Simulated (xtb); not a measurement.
**GeSi2NH9O (SMILES O[SiH2][N]([SiH3])[GeH3]) at GFN2-xTB**

Aim: a structure relaxation of GeSi2NH9O. 

The results are computed with xtb 6.7.1.

## 1. The molecule

The species is GeSi2NH9O (14 atoms), meant as a singlet with charge 0. As SMILES, `O[SiH2][N]([SiH3])[GeH3]`. All atoms were displaced at random from a relaxed shape. The run starts from this shape.

Bond lengths: O1–Si2 1.470 Å, Si2–N3 1.845 Å, N3–Si4 1.698 Å, N3–Ge5 1.799 Å, O1–H6 0.950 Å, Si2–H7 1.462 Å, Si2–H8 1.401 Å, Si4–H9 1.517 Å, Si4–H10 1.399 Å, Si4–H11 1.416 Å, Ge5–H12 1.489 Å, Ge5–H13 1.528 Å, Ge5–H14 1.438 Å. Some angles: O1–Si2–N3 109.6°, Si2–N3–Si4 123.8°, Si2–N3–Ge5 111.7°, Si4–N3–Ge5 120.3°, O1–Si2–H7 104.4°, O1–Si2–H8 118.2°, N3–Si2–H7 110.4°, N3–Si2–H8 101.5°, Si2–O1–H6 125.0°, N3–Si4–H9 109.1°.

## 2. A structure relaxation at GFN2-xTB

Contents of input.inp:

```
$chrg 0
$spin 0
$opt
   hessian=lindh
$end
```

Contents of mol.coord:

```
$coord
     -4.221856032288      2.303595043180      0.388206437782  o
     -3.010258127484     -0.166258104445      0.778056937292  si
      0.273537856540     -0.056408324820     -0.386864732233  n
      2.113469697781      2.570386577455     -0.294268152127  si
      1.691626134981     -3.144844422080     -0.440873104875  ge
     -3.962056484674      3.364751851202     -1.035683299862  h
     -3.047769191058     -0.523227369386      3.517120468631  h
     -3.967366615084     -2.250682711691     -0.542975007389  h
      2.956268652103      3.032330128619      2.406925267675  h
      0.605713914726      4.672574610272     -0.841797399476  h
      4.174442803821      2.187622550912     -1.958323182950  h
      2.790048342181     -4.039762022919      1.990335143501  h
      3.920652585284     -3.040739409874     -2.272055514160  h
      0.159606268486     -5.130946579061     -1.484946788731  h
$end
```

The run is started by

```console
xtb mol.coord --opt normal --input input.inp --gfn 2 -P 1 > out.txt 2> xtb.err
```

What values should one expect? Wanted: total energy at the end; dipole moment; HOMO energy; LUMO energy; HOMO–LUMO gap; dispersion energy; mean polarisability.

**Answer.** As computed:

Level: GFN2-xTB.

| quantity | value |
| --- | --- |
| total energy at the end | -17.06295 Eh |
| dipole moment | 0.80 D |
| HOMO energy | -10.16 eV |
| LUMO energy | -5.18 eV |
| HOMO–LUMO gap | 4.98 eV |
| dispersion energy | -30.53 kJ/mol |
| mean polarisability (D4 model) | 104.4 bohr³ |

**Reading.** At the final geometry: Bond lengths: O1–Si2 1.619 Å, Si2–N3 1.743 Å, N3–Si4 1.739 Å, N3–Ge5 1.829 Å, O1–H6 0.953 Å, Si2–H7 1.459 Å, Si2–H8 1.465 Å, Si4–H9 1.468 Å, Si4–H10 1.465 Å, Si4–H11 1.466 Å, Ge5–H12 1.504 Å, Ge5–H13 1.498 Å, Ge5–H14 1.498 Å. Some angles: O1–Si2–N3 111.2°, Si2–N3–Si4 122.2°, Si2–N3–Ge5 116.1°, Si4–N3–Ge5 117.5°, O1–Si2–H7 101.6°, O1–Si2–H8 111.2°, N3–Si2–H7 113.2°, N3–Si2–H8 105.4°, Si2–O1–H6 120.3°, N3–Si4–H9 111.9°. The optimisation took 11 steps and changed the energy by -0.895 eV.
